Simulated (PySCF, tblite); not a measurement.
# C₇H₁₅B₂N: geometry, infrared bands and NMR shifts

Aim: predict the infrared bands and NMR shifts of C₇H₁₅B₂N (`CB(C)C#C[C@@H]1CC[B@H-]1[NH3+]`).

Computed with tblite 0.8.0 and PySCF 2.14.0, with density-fitted response routines of our own, on a single molecule in the gas phase. Atoms are numbered from 0 throughout.

**1. The molecule as given**

25 atoms, charge 0, multiplicity 1; geometry from: force field or distance geometry start.

Bonds of the start (Å): C0–B1 1.57, B1–C2 1.62, B1–C3 1.54, C3–C4 1.23, C4–C5 1.45, C5–C6 1.53, C6–C7 1.53, C7–B8 1.61, B8–N9 1.52, B8–C5 1.58, C0–H10 1.12, C0–H11 1.12, C0–H12 1.10, C2–H13 1.11, C2–H14 1.09, C2–H15 1.13, C5–H16 1.11, C6–H17 1.11, C6–H18 1.09, C7–H19 1.08, C7–H20 1.11, B8–H21 1.19, N9–H22 1.06, N9–H23 1.06, N9–H24 1.04.

**2. Optimising the geometry with GFN2-xTB**

What the job is given:

```
{"job": {"kind": "relax", "xc": "GFN2-xTB", "basis": "xTB"}, "charge": 0, "multiplicity": 1}
C      3.487000     1.183500     0.140800
B      2.817800    -0.238100     0.088600
C      3.752800    -1.534300     0.353600
C      1.283100    -0.347400     0.135200
C      0.064900    -0.466500     0.184700
C     -1.380600    -0.620100     0.208800
C     -1.980800    -0.993500    -1.150100
C     -3.204100    -0.240900    -0.614300
B     -2.114800     0.761200     0.018000
N     -2.592300     1.446900     1.293500
H      3.210000     1.727500     1.085000
H      3.174800     1.758100    -0.767300
H      4.578600     1.040600     0.130400
H      4.688100    -1.254500     0.878300
H      3.917100    -1.972400    -0.629100
H      3.136500    -2.254000     0.973200
H     -1.771500    -1.260800     1.020600
H     -1.565400    -0.384900    -1.985800
H     -2.111800    -2.057300    -1.326200
H     -3.868300     0.179200    -1.361700
H     -3.650700    -0.866300     0.186300
H     -1.701200     1.485000    -0.831000
H     -1.942400     2.234100     1.571400
H     -3.530400     1.904600     1.088000
H     -2.707400     0.794400     2.096900
```

On the command line:

```console
OMP_NUM_THREADS=1 python probes_run.py task.json out
```

One launch serves the whole session: the jobs run in the order shown.

**Question.** This job is followed by: GFN2-xTB harmonic vibrations, gas phase; GIAO PBE0/pcSseg-1 NMR shielding, non-relativistic, gas phase. Predict these results of the whole session: strongest single infrared mode (GFN2-xTB); zero-point energy (GFN2-xTB); 13C shifts against TMS (PBE0/pcSseg-1, means over atoms taken as alike); 1H shifts against TMS (PBE0/pcSseg-1, means over atoms taken as alike); 11B shifts against BF3·OEt2 (PBE0/pcSseg-1); 15N shifts against NH3 (PBE0/pcSseg-1).

The runs gave:

```
                                                               quantity                                                value
                              strongest single infrared mode (GFN2-xTB)                                2281 cm⁻¹, 485 km/mol
                                           zero-point energy (GFN2-xTB)                                       131.2 kcal/mol
13C shifts against TMS (PBE0/pcSseg-1, means over atoms taken as alike)              152.7, 95.1, 26.5, 21.3, 16.8, 11.8 ppm
 1H shifts against TMS (PBE0/pcSseg-1, means over atoms taken as alike)  3.02, 2.92, 2.53, 1.95, 1.48, 1.16, 0.84, -0.09 ppm
                            11B shifts against BF3·OEt2 (PBE0/pcSseg-1)                                      69.7, -12.9 ppm
                                 15N shifts against NH3 (PBE0/pcSseg-1)                                             58.4 ppm
```

What this shows: Over 115 steps the energy fell by 1.394 eV; of the close pairs, B8–N9 changed most, 1.525 to 1.644 Å. The lowest mode is imaginary (28i cm⁻¹), so the xTB geometry is not a minimum. The strongest single mode, at 2281 cm⁻¹, moves mainly C4 and C3. GFN2-xTB is a fitted tight-binding method: band positions and strengths are rough. Its intensities can rank the bands wrongly. At PBE0/pcSseg-1: Shielding is most anisotropic at C3 (span 257 ppm, paramagnetic term -169 ppm).
